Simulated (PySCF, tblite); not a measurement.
# C6H8GeO2: infrared bands, NMR shifts, electronic excitations and core binding energies in gas and solvents

Aim: compute the infrared bands, NMR shifts, electronic excitations and core binding energies of C6H8GeO2 (`COC(=O)C1=[CH][GeH2][CH]=C1`), and see what a dielectric continuum does where one was used.

The runs use tblite 0.8.0 and PySCF 2.14.0, with density-fitted response routines of our own; the level of theory stands in each step. All values are computed, except where a source is named. Atoms count from 0, in the outputs and in this text.

### Step 1. The starting structure

17 atoms, charge 0, multiplicity 1; geometry from: force field or distance geometry start.

Bonds of the start (Å): C0–O1 1.43, O1–C2 1.38, C2–O3 1.27, C2–C4 1.48, C4–C5 1.33, C5–Ge6 1.90, Ge6–C7 1.90, C7–C8 1.33, C8–C4 1.48, C0–H9 1.11, C0–H10 1.10, C0–H11 1.10, C5–H12 1.09, Ge6–H13 1.55, Ge6–H14 1.56, C7–H15 1.08, C8–H16 1.08.

### Step 2. Optimising the geometry with GFN2-xTB

The job: settings as JSON, then the geometry in Å.

```
{"job": {"kind": "relax", "xc": "GFN2-xTB", "basis": "xTB"}, "charge": 0, "multiplicity": 1}
C      3.414500     0.110000     0.441600
O      2.002100    -0.121400     0.529000
C      1.097000     0.390600    -0.375500
O      1.483400     1.114900    -1.349700
C     -0.350600     0.107500    -0.215200
C     -0.835700    -0.637300     0.769400
Ge    -2.722100    -0.799100     0.670300
C     -2.615000     0.289200    -0.877700
C     -1.363700     0.625600    -1.156100
H      3.606700     1.201300     0.512500
H      3.918900    -0.402900     1.277500
H      3.790500    -0.288300    -0.517200
H     -0.228000    -1.092100     1.552400
H     -3.167900    -2.251100     0.351300
H     -3.442000    -0.078100     1.849600
H     -3.473600     0.591900    -1.465000
H     -1.121500     1.251300    -2.007000
```

Launch:

```console
OMP_NUM_THREADS=1 python probes_run.py task.json out
```

One launch serves the whole session: the jobs run in the order shown.

Standard output:

```text
step      E/eV     max force
  0    -731.82903    4.367
  1    -732.00494    4.373
  2    -732.14407    0.723
  3    -732.18786    0.547
  4    -732.27212    0.858
  5    -732.30497    0.700
  6    -732.35737    0.349
  7    -732.37244    0.306
  8    -732.39127    0.374
  9    -732.40284    0.270
 10    -732.41062    0.192
 11    -732.41447    0.161
 12    -732.41698    0.124
 13    -732.41868    0.099
 14    -732.41950    0.054
 15    -732.41986    0.044
 16    -732.42016    0.055
 17    -732.42058    0.071
 18    -732.42113    0.073
 19    -732.42162    0.067
 20    -732.42192    0.035
 21    -732.42209    0.031
 22    -732.42225    0.031
 23    -732.42241    0.031
 24    -732.42253    0.022
 25    -732.42260    0.022
 26    -732.42265    0.021
 27    -732.42270    0.023
 28    -732.42277    0.027
 29    -732.42285    0.023
 30    -732.42294    0.031
 31    -732.42305    0.036
 32    -732.42319    0.044
 33    -732.42334    0.037
 34    -732.42346    0.022
 35    -732.42353    0.018
 36    -732.42358    0.016
 37    -732.42361    0.014
 38    -732.42364    0.013
 39    -732.42366    0.009
```

It took 0.94 s on 1 thread of Intel Xeon at 2.50GHz, shared host; peak memory 0.18 GiB.

Relaxation path: (not every step is listed)

```tsv
step	energy from step 0 (eV)	largest force (eV/Å)
0	0.0000	4.3668
1	-0.1759	4.3731
2	-0.3150	0.7234
3	-0.3588	0.5474
4	-0.4431	0.8584
5	-0.4759	0.7002
6	-0.5283	0.3487
7	-0.5434	0.3057
8	-0.5622	0.3738
10	-0.5816	0.1925
12	-0.5879	0.1245
14	-0.5905	0.0544
16	-0.5911	0.0547
18	-0.5921	0.0734
20	-0.5929	0.0353
22	-0.5932	0.0310
24	-0.5935	0.0217
26	-0.5936	0.0209
28	-0.5937	0.0269
30	-0.5939	0.0313
32	-0.5942	0.0444
34	-0.5944	0.0222
35	-0.5945	0.0183
36	-0.5946	0.0159
37	-0.5946	0.0137
38	-0.5946	0.0131
39	-0.5946	0.0093
```

Distances of close pairs at the start and the end, largest changes first:

```tsv
bond	before (Å)	after (Å)	change (Å)
C2–O3	1.274	1.207	-0.067
Ge6–H14	1.558	1.500	-0.058
C5–Ge6	1.896	1.953	+0.057
Ge6–C7	1.895	1.950	+0.054
Ge6–H13	1.552	1.500	-0.052
O1–C2	1.378	1.343	-0.035
C0–H9	1.110	1.092	-0.018
C4–C5	1.326	1.344	+0.018
```

The final coordinates are the input of the step that follows.

### Step 3. Harmonic vibrations with GFN2-xTB

The job: settings as JSON, then the geometry in Å.

```
{"job": {"kind": "ir", "xc": "GFN2-xTB", "basis": "xTB"}, "charge": 0, "multiplicity": 1}
C      3.297607     0.133225     0.391669
O      1.912456    -0.136169     0.537659
C      1.111612     0.408501    -0.392994
O      1.524278     1.087275    -1.301998
C     -0.315438     0.080068    -0.170236
C     -0.776911    -0.675565     0.841496
Ge    -2.718337    -0.798289     0.673943
C     -2.580482     0.318400    -0.918445
C     -1.294282     0.615678    -1.120434
H      3.482066     1.208578     0.436350
H      3.795494    -0.374590     1.213442
H      3.658610    -0.243005    -0.567811
H     -0.118872    -1.102655     1.577499
H     -3.227988    -2.192730     0.459881
H     -3.471067    -0.209148     1.829996
H     -3.363983     0.670225    -1.567146
H     -0.921760     1.222232    -1.932781
```

Standard output:

```text
mode    cm-1     km/mol
  1      26.6      1.24
  2      51.4      0.89
  3      90.7      0.17
  4     129.0      1.09
  5     178.3      2.57
  6     244.3      1.53
  7     274.6      7.39
  8     288.2     17.55
  9     419.0      8.92
 10     423.1     10.76
 11     431.3     35.73
 12     471.8      8.60
 13     564.6     87.53
 14     585.9      0.17
 15     631.0      8.36
 16     698.3    129.82
 17     698.4      4.29
 18     755.2     68.79
 19     779.0      0.25
 20     796.4     12.74
 21     819.2    201.77
 22     884.5     28.33
 23     915.6      1.17
 24     982.9     26.89
 25    1067.6     14.25
 26    1100.8      6.70
 27    1123.7      1.80
 28    1149.6    133.33
 29    1155.9    125.55
 30    1214.8    123.27
 31    1303.9     32.98
 32    1388.7      6.56
 33    1442.5      7.03
 34    1464.6      3.49
 35    1551.4      7.88
 36    1608.0     14.38
 37    1738.3    388.87
 38    1970.4    254.57
 39    2025.5    448.46
 40    2975.1     15.71
 41    2988.0     17.15
 42    3045.5      9.70
 43    3078.1      7.81
 44    3098.3     25.99
 45    3109.3     15.94
```

It took 1.8 s on 1 thread of Intel Xeon at 2.50GHz, shared host; peak memory 0.18 GiB.

Which atoms move in the most intense modes:

```tsv
cm⁻¹	km/mol	atoms
698	129.8	C2 46 %, H15 14 %
819	201.8	H14 47 %, H13 47 %
1150	133.3	O1 18 %, C2 17 %, H10 16 %, C0 15 %
1156	125.5	O1 28 %, H10 17 %, C2 13 %
1215	123.3	H16 29 %, C2 20 %, C4 17 %, H15 13 %
1738	388.9	C2 63 %, O3 36 %
1970	254.6	H14 50 %, H13 49 %
2026	448.5	H13 49 %, H14 49 %
```

### Step 4. Relaxing the molecule at PBE0-D3(BJ)/def2-SVP

The job: settings as JSON, then the geometry in Å.

```
{"job": {"xc": "PBE0", "basis": "def2-SVP", "d3": "d3bj", "grid": 1, "shake": 0.01, "kind": "geom"}, "charge": 0, "multiplicity": 1}
C      3.318020     0.107670     0.395850
O      1.906780    -0.140700     0.535500
C      1.091410     0.406180    -0.401650
O      1.557510     1.089530    -1.305520
C     -0.318250     0.073390    -0.180790
C     -0.780820    -0.670750     0.839110
Ge    -2.708760    -0.800290     0.674190
C     -2.565020     0.323850    -0.923500
C     -1.296110     0.621080    -1.101080
H      3.479370     1.206140     0.446370
H      3.786630    -0.377510     1.222270
H      3.664410    -0.242090    -0.561110
H     -0.147150    -1.092440     1.567900
H     -3.244670    -2.189970     0.466890
H     -3.475510    -0.219910     1.830260
H     -3.364510     0.684280    -1.559670
H     -0.919820     1.233350    -1.934840
```

Standard output:

```text
step   0  E = -2459.63479674  max force = 0.049633
step   1  E = -2459.64171639  max force = 0.016716
step   2  E = -2459.64127458  max force = 0.011964
step   3  E = -2459.64243560  max force = 0.005714
step   4  E = -2459.64250798  max force = 0.003046
step   5  E = -2459.64266535  max force = 0.001669
step   6  E = -2459.64271891  max force = 0.001436
step   7  E = -2459.64277441  max force = 0.001069
step   8  E = -2459.64280556  max force = 0.000505
step   9  E = -2459.64280825  max force = 0.000469
step  10  E = -2459.64281092  max force = 0.000084
optimisation converged
```

It took 7.6 min on 1 thread of Intel Xeon at 2.50GHz, shared host; peak memory 0.87 GiB.

Along the way: (the energy doesn't fall at every step)

```tsv
step	energy from step 0 (eV)	largest force component (eV/Å)
0	0.0000	2.5522
1	-0.1883	0.8596
2	-0.1763	0.6152
3	-0.2079	0.2938
4	-0.2098	0.1566
5	-0.2141	0.0858
6	-0.2156	0.0738
7	-0.2171	0.0550
8	-0.2179	0.0260
9	-0.2180	0.0241
10	-0.2181	0.0043
```

Close pairs (by a distance rule), those that changed most:

```tsv
bond	before (Å)	after (Å)	change (Å)
C5–H12	1.054	1.091	+0.037
Ge6–H13	1.504	1.539	+0.035
Ge6–H14	1.504	1.539	+0.035
C4–C8	1.450	1.483	+0.032
C7–C8	1.315	1.346	+0.030
C0–H10	1.067	1.096	+0.029
C0–O1	1.440	1.415	-0.025
C0–H11	1.076	1.100	+0.024
```

The end geometry stands in the next job.

```tsv
at the end point	value
rotational constants (GHz, main isotopes)	3.264, 0.566, 0.486
dipole moment (D)	1.73
```

### Step 5. Nuclear shieldings: PBE0/pcSseg-1

The job: settings as JSON, then the geometry in Å.

```
{"job": {"kind": "nmr", "xc": "PBE0", "basis": "pcSseg-1"}, "charge": 0, "multiplicity": 1}
C      3.308857     0.136797     0.329134
O      1.929804    -0.118440     0.518524
C      1.112687     0.384743    -0.411235
O      1.500620     1.025314    -1.357148
C     -0.318577     0.068417    -0.154285
C     -0.765611    -0.647975     0.900910
Ge    -2.705136    -0.754041     0.743404
C     -2.614719     0.290932    -0.891779
C     -1.319839     0.574466    -1.123710
H      3.514499     1.217497     0.350343
H      3.831240    -0.364198     1.152352
H      3.652239    -0.259514    -0.637956
H     -0.085537    -1.049705     1.652881
H     -3.229752    -2.189731     0.567166
H     -3.450348    -0.077350     1.907026
H     -3.419148     0.620452    -1.551563
H     -0.957179     1.152638    -1.978915
```

With the program's defaults for keys left out, this is: GIAO PBE0/pcSseg-1 NMR shielding, non-relativistic, gas phase.

Standard output:

```text
coarse grid: 68632 points
cycle   1  E = -2459.7163890113  dE =  7.916e-01  |g| = 1.222e+00  |ddm| = 4.072e+00
cycle   2  E = -2459.3730882113  dE =  3.433e-01  |g| = 1.796e+00  |ddm| = 2.209e+00
cycle   3  E = -2459.8744300489  dE = -5.013e-01  |g| = 4.289e-01  |ddm| = 1.753e+00
cycle   4  E = -2459.9061398452  dE = -3.171e-02  |g| = 1.128e-01  |ddm| = 3.883e-01
cycle   5  E = -2459.9080217524  dE = -1.882e-03  |g| = 3.914e-02  |ddm| = 8.486e-02
cycle   6  E = -2459.9082793119  dE = -2.576e-04  |g| = 9.559e-03  |ddm| = 3.337e-02
cycle   7  E = -2459.9082967971  dE = -1.749e-05  |g| = 3.993e-03  |ddm| = 1.210e-02
cycle   8  E = -2459.9083005671  dE = -3.770e-06  |g| = 8.097e-04  |ddm| = 3.829e-03
final grid: 145680 points
cycle   9  E = -2459.9083562593  dE =  2.971e-07  |g| = 1.427e-03  |ddm| = 2.588e-03
cycle  10  E = -2459.9083548891  dE =  1.370e-06  |g| = 2.806e-03  |ddm| = 3.773e-03
cycle  11  E = -2459.9083567208  dE = -1.832e-06  |g| = 2.586e-04  |ddm| = 2.575e-03
cycle  12  E = -2459.9083567332  dE = -1.237e-08  |g| = 3.096e-05  |ddm| = 1.928e-04
cycle  13  E = -2459.9083567334  dE = -1.742e-10  |g| = 1.281e-05  |ddm| = 3.505e-05
converged SCF energy = -2459.9083567334

GIAO shielding tensors (ppm)
atom      isotropic    diamagn.    paramagn.     s11        s22        s33       span
  0 C      132.166     240.907    -108.741    103.258    116.842    176.397     73.138
  1 O      157.648     403.038    -245.390    -23.615    248.266    248.292    271.908
  2 C       17.522     251.386    -233.864    -78.497     58.945     72.116    150.613
  3 O      -91.402     403.859    -495.262   -356.604   -237.648    320.045    676.648
  4 C       28.852     260.181    -231.329    -77.287     49.751    114.093    191.379
  5 C       35.876     252.289    -216.414    -73.379     10.073    170.933    244.312
  6 Ge    1462.910    2754.820   -1291.910   1292.862   1492.074   1603.793    310.931
  7 C       49.827     261.560    -211.733    -56.218     39.657    166.042    222.261
  8 C       29.100     249.292    -220.192    -90.719     39.821    138.197    228.917
  9 H       27.474      27.229       0.244     23.744     25.165     33.512      9.768
 10 H       27.637      27.152       0.485     23.632     26.257     33.021      9.389
 11 H       27.414      27.276       0.138     23.719     25.179     33.343      9.624
 12 H       23.758      32.669      -8.911     21.570     21.997     27.707      6.137
 13 H       26.404      27.592      -1.189     20.342     21.174     37.695     17.353
 14 H       26.405      27.590      -1.186     20.342     21.175     37.698     17.356
 15 H       24.819      30.159      -5.340     23.435     24.690     26.333      2.898
 16 H       23.563      31.527      -7.964     20.759     21.594     28.337      7.578
```

Wall time 1.8 min (1 thread of Intel Xeon at 2.50GHz, shared host); peak memory 1.1 GiB.

The references, computed at this level on geometries of the same kind, shield at (ppm): 1H TMS 31.27, 13C TMS 184.4, 17O H2O 334.6, 73Ge GeMe4 1330. Their shielding less the atom's gives the shift. The references are single molecules in the gas phase, so shifts against H2O, NH3, PH3, H3PO4 or CFCl3 are not on the usual liquid scales and can be off by tens of ppm. Atoms listed in one row are averaged.

```tsv
atoms	environment	σ (ppm)	δ (ppm)
C2	ester carbonyl carbon	17.5	166.9
C4	α carbon of a C=C–C=O unit	28.9	155.6
C8	alkene CH	29.1	155.3
C5	β carbon of a C=C–C=O unit	35.9	148.5
C7	alkene CH	49.8	134.6
C0	methyl carbon bonded to O	132.2	52.2
H16	hydrogen on an alkene CH	23.56	7.70
H12	hydrogen on a β carbon of a C=C–C=O unit	23.76	7.51
H15	hydrogen on an alkene CH	24.82	6.45
H13, H14	hydrogen on a germanium bonded to 2 C, in a 5-membered ring	26.40	4.86
H9, H10, H11	hydrogen on a methyl carbon bonded to O	27.51	3.76
O3	ester carbonyl oxygen	-91.4	426.0
O1	ester alkoxy oxygen	157.6	176.9
Ge6	germanium bonded to 2 C, 2 H, in a 5-membered ring	1463	-133
```

Charges from the same density, by scheme (e):

```tsv
atoms	Mulliken	IAO	Hirshfeld	ESP fit
C0	-0.03	-0.21	-0.03	-0.27
O1	-0.47	-0.33	-0.09	-0.31
C2	0.62	0.51	0.20	0.79
O3	-0.41	-0.47	-0.25	-0.54
C4	-0.32	-0.05	-0.02	-0.15
C5	-0.30	-0.36	-0.12	-0.31
Ge6	0.60	0.63	0.33	0.46
C7	-0.39	-0.40	-0.14	-0.39
C8	0.02	-0.13	-0.05	-0.05
```

Mayer bond orders: C0–O1 0.87, O1–C2 1.10, C2–O3 1.92, C2–C4 0.96, C4–C5 1.68, C5–Ge6 0.86, Ge6–C7 0.90, C7–C8 1.77, C8–C4 1.08.

Ring of atoms C4, C5, Ge6, C7, C8: NICS(0) -0.2, NICS(1) -2.6, NICS(1)zz 0.4 ppm (means of both faces).

### Step 6. Excited states and response: B3LYP/def2-SVPD

Settings changed since step 5:

```diff
@@ -1,2 +1,2 @@
-{"job": {"kind": "nmr", "xc": "PBE0", "basis": "pcSseg-1"}, "charge": 0, "multiplicity": 1}
+{"job": {"kind": "uv", "xc": "B3LYP", "basis": "def2-SVPD", "ip": true, "dynamic": true}, "charge": 0, "multiplicity": 1}
 C      3.308857     0.136797     0.329134
```

With the program's defaults for keys left out, this is: TDDFT B3LYP/def2-SVPD, vertical, gas phase, core orbitals frozen in the response.

Standard output:

```text
coarse grid: 68632 points
cycle   1  E = -2460.2026151910  dE =  7.596e-01  |g| = 1.018e+00  |ddm| = 8.320e+00
cycle   2  E = -2459.7378282582  dE =  4.648e-01  |g| = 1.845e+00  |ddm| = 4.839e+00
cycle   3  E = -2460.3650235044  dE = -6.272e-01  |g| = 3.765e-01  |ddm| = 3.803e+00
cycle   4  E = -2460.3916086832  dE = -2.659e-02  |g| = 9.601e-02  |ddm| = 6.180e-01
cycle   5  E = -2460.3930245411  dE = -1.416e-03  |g| = 4.249e-02  |ddm| = 1.476e-01
cycle   6  E = -2460.3933582946  dE = -3.338e-04  |g| = 1.012e-02  |ddm| = 8.740e-02
cycle   7  E = -2460.3933823288  dE = -2.403e-05  |g| = 4.420e-03  |ddm| = 2.758e-02
cycle   8  E = -2460.3933868363  dE = -4.508e-06  |g| = 7.903e-04  |ddm| = 8.020e-03
final grid: 145680 points
cycle   9  E = -2460.3934100051  dE =  3.471e-07  |g| = 1.519e-03  |ddm| = 1.119e-02
cycle  10  E = -2460.3934080154  dE =  1.990e-06  |g| = 3.277e-03  |ddm| = 7.439e-03
cycle  11  E = -2460.3934105425  dE = -2.527e-06  |g| = 3.223e-04  |ddm| = 5.003e-03
cycle  12  E = -2460.3934105662  dE = -2.375e-08  |g| = 3.469e-05  |ddm| = 5.215e-04
cycle  13  E = -2460.3934105665  dE = -2.165e-10  |g| = 1.255e-05  |ddm| = 7.743e-05
converged SCF energy = -2460.3934105665

Static polarisability (au): isotropic 108.175, principal 73.875 106.056 144.594

Singlet excitations
state   eV       nm        f      main configurations
  1   4.0989    302.5   0.02982   H->L 0.97
  2   4.3563    284.6   0.00079   H-1->L 0.96
  3   5.2569    235.9   0.00030   H-2->L 0.97
  4   5.6620    219.0   0.01193   H->L+1 0.57, H-4->L 0.35
  5   5.7820    214.4   0.02425   H-3->L 0.77, H-4->L 0.21
  6   5.9695    207.7   0.00599   H-5->L 0.70, H-1->L+1 0.23
  7   6.1672    201.0   0.00233   H->L+2 0.80, H->L+3 0.17
  8   6.2358    198.8   0.00323   H->L+3 0.78, H->L+2 0.17
  9   6.2946    197.0   0.51767   H-4->L 0.39, H->L+1 0.36, H-3->L 0.14
 10   6.3269    196.0   0.00041   H-1->L+1 0.67, H-5->L 0.26

Triplet excitations (Tamm-Dancoff, eV): 2.6011 4.0114 4.3496 4.9344
Vertical ionisation energy (delta-SCF) = 8.8374 eV
Vertical electron affinity (delta-SCF) = 0.4496 eV
```

Run time: 11 min. Hardware: 1 thread of Intel Xeon at 2.50GHz, shared host; peak memory 1.2 GiB.

Frontier orbitals and where they lie:

```tsv
orbital	eV	atoms
HOMO−3	-8.70	O1 35 %, O3 32 %, C2 8 %
HOMO−2	-8.68	C7 35 %, Ge6 23 %, C8 11 %
HOMO−1	-7.82	O3 57 %, O1 9 %, C2 8 %
HOMO	-6.86	C7 28 %, C5 22 %, C8 19 %
LUMO	-2.26	C5 26 %, C4 18 %, C7 10 %
LUMO+1	-0.31	C8 21 %, C7 19 %, C2 19 %
LUMO+2	0.17	Ge6 34 %, H14 9 %, H13 9 %
```

With each of the 10 states as a Gaussian band of 0.4 eV half-width at 1/e, the curve within the window shown has maxima at 302 nm (ε 1,200), 197 nm (ε 22,000) L/(mol cm). Beyond the last state computed it falls off for lack of states. The curve at chosen wavelengths:

```json
{"nm": "187", "ε (L/mol/cm)": "10626"}
{"nm": "194", "ε (L/mol/cm)": "20248"}
{"nm": "200", "ε (L/mol/cm)": "20564"}
{"nm": "207", "ε (L/mol/cm)": "13020"}
{"nm": "214", "ε (L/mol/cm)": "5997"}
{"nm": "220", "ε (L/mol/cm)": "2853"}
{"nm": "227", "ε (L/mol/cm)": "1220"}
{"nm": "234", "ε (L/mol/cm)": "504"}
{"nm": "240", "ε (L/mol/cm)": "217"}
{"nm": "247", "ε (L/mol/cm)": "80"}
{"nm": "254", "ε (L/mol/cm)": "54"}
{"nm": "260", "ε (L/mol/cm)": "93"}
{"nm": "267", "ε (L/mol/cm)": "212"}
{"nm": "274", "ε (L/mol/cm)": "419"}
{"nm": "281", "ε (L/mol/cm)": "689"}
{"nm": "287", "ε (L/mol/cm)": "925"}
{"nm": "294", "ε (L/mol/cm)": "1137"}
{"nm": "301", "ε (L/mol/cm)": "1227"}
{"nm": "307", "ε (L/mol/cm)": "1196"}
{"nm": "314", "ε (L/mol/cm)": "1057"}
{"nm": "321", "ε (L/mol/cm)": "855"}
{"nm": "327", "ε (L/mol/cm)": "671"}
{"nm": "334", "ε (L/mol/cm)": "474"}
{"nm": "341", "ε (L/mol/cm)": "316"}
{"nm": "347", "ε (L/mol/cm)": "214"}
{"nm": "354", "ε (L/mol/cm)": "130"}
```

Further results of this job:

```tsv
property	computed
dipole moment (D)	1.86
polarisability (Å³)	16.03
HOMO–LUMO gap (eV)	4.60
−ε(HOMO) (eV)	6.86
C6 with itself (au)	4291
```

[end of part 1 of 3]
